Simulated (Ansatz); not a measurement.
**MP2/STO-3G run of BH2F (SMILES [H]B([H])F)**

What is the electronic atomisation energy of BH2F at MP2/STO-3G? 

The calculation is run with Ansatz 0.2.0.

56 further runs of the same task are left out: 2 that didn't finish, 54 set aside as unsound or not needed.

### Step 1. The system as given

BH2F: 4 atoms, total charge 0, spin state singlet. As SMILES, `[H]B([H])F`. The coordinates come from a GFN2-xTB relaxation.

Bond lengths: B1–F4 1.306 Å, B1–H2 1.171 Å, B1–H3 1.171 Å. Angles: H2–B1–F4 117.3°, H3–B1–F4 117.3°, H2–B1–H3 125.4°.

### Step 2. A single-point energy at MP2/STO-3G

Contents of input.yaml:

```yaml
basis:
  gaussian: {orbitals: STO-3G}
crystal:
  periodic: [false, false, false]
  atoms:
    - symbol: B
      position_ang: [0.029990, 0.049200, 0.000600]
    - symbol: H
      position_ang: [1.198420, -0.033970, 0.015630]
    - symbol: H
      position_ang: [-0.578270, 1.050180, -0.019450]
    - symbol: F
      position_ang: [-0.650140, -1.065400, 0.003230]
correlation: {method: mp2, frozen_orbitals: {B: 1, F: 1, H: 0}}
accuracy: high
```

Started as:

```console
$ ansatz run input.yaml --threads 1 --pin off --max-ram 2610MiB --events-out events.jsonl --progress --plain --runs-dir runs
```

What it wrote:

```text
Warning: RAYON_NUM_THREADS=1 ignored (pool sized by the plan → 1); use --threads N
Functional definition: HF
  name "HF"
  exchange = exact_x
  correlation = 0
186 factors; integrals over basis functions are off by at most 3.1e-8 eV
mean field evaluation 1: about -3362.0007 eV, gradient 1.9e1 eV
mean field evaluation 2: about -3362.0310 eV, gradient 1.9e1 eV
mean field evaluation 4: about -3363.4013 eV, gradient 1.0e0 eV
mean field evaluation 8: about -3363.4052 eV, gradient 3.0e-6 eV
mean field -3363.40518336 eV, -123.6028606904 hartree, gradient 8.2e-8 eV, S^2 0.000000; 0 other end points of the search recorded, 0 dependent functions left out
2 core orbitals not correlated: weight in the atoms' cores, before any rotation towards them, 1.000 or more for the frozen orbitals, at most 0.000 for the correlated occupied ones
reference -3363.40518336 eV, -123.6028606904 hartree; 6, 6 occupied and 4, 4 virtual orbitals, 186 factors
second order -1.67426758 eV of doubles, -0.00000000 eV of singles
Total energy: -3365.07945093 eV, -123.6643888889 hartree
```

Run time: 0.06 s. Hardware: 1 thread of Intel Xeon Platinum 8488C (Sapphire Rapids), shared host.

### Step 3. The B atom at the same level

Contents of molecule.yaml:

```yaml
crystal:
  periodic: [false, false, false]
  atoms:
    - {symbol: B, position_ang: [0.000000, 0.000000, 0.000000]}
basis:
  gaussian:
    orbitals: STO-3G
magnetization:
  spin_polarized: true
  initial_magnetization: 1
correlation:
  method: mp2
  frozen_orbitals: {B: 1}
accuracy: high
```

Run the same way, it converges to -24.16765 Eh (log not shown).

### Step 4. The F atom, same level

Contents of run.yaml:

```yaml
crystal:
  periodic: [false, false, false]
  atoms:
    - {symbol: F, position_ang: [0.000000, 0.000000, 0.000000]}
basis:
  gaussian:
    orbitals: STO-3G
correlation:
  method: mp2
  frozen_orbitals: {F: 1}
accuracy: high
magnetization:
  spin_polarized: true
  initial_magnetization: 1
```

Run the same way, it converges to -97.98651 Eh (log not shown).

### Step 5. The H atom: the energy at UHF/STO-3G

Contents of run.yaml:

```yaml
crystal:
  periodic: [false, false, false]
  atoms:
    - {symbol: H, position_ang: [0.000000, 0.000000, 0.000000]}
basis:
  gaussian:
    orbitals: STO-3G
magnetization:
  spin_polarized: true
  initial_magnetization: 1
hamiltonian:
  xc: hf
accuracy: high
```

Run the same way, it converges to -0.46658 Eh (log not shown).

### Step 6. Summary of results

Level: MP2/STO-3G, 2 core orbitals frozen.

```
                                             quantity          value
                               molecule: total energy  -123.66439 Eh
molecule: correlation energy (2 core orbitals frozen)      -61.5 mEh
                                 B atom: total energy   -24.16765 Eh
   B atom: correlation energy (1 core orbital frozen)      -18.7 mEh
            B atom: ⟨S²⟩ of the reference determinant          0.750
                                 F atom: total energy   -97.98651 Eh
   F atom: correlation energy (1 core orbital frozen)        0.0 mEh
            F atom: ⟨S²⟩ of the reference determinant          0.750
                                 H atom: total energy    -0.46658 Eh
                                         H atom: ⟨S²⟩          0.750
                        electronic atomisation energy      15.703 eV
```

Taking the molecule apart into free atoms costs 15.70 eV (362 kcal/mol), before zero-point energy and without spin-orbit coupling. In a minimal basis such a difference can be off by several eV, whatever the method.
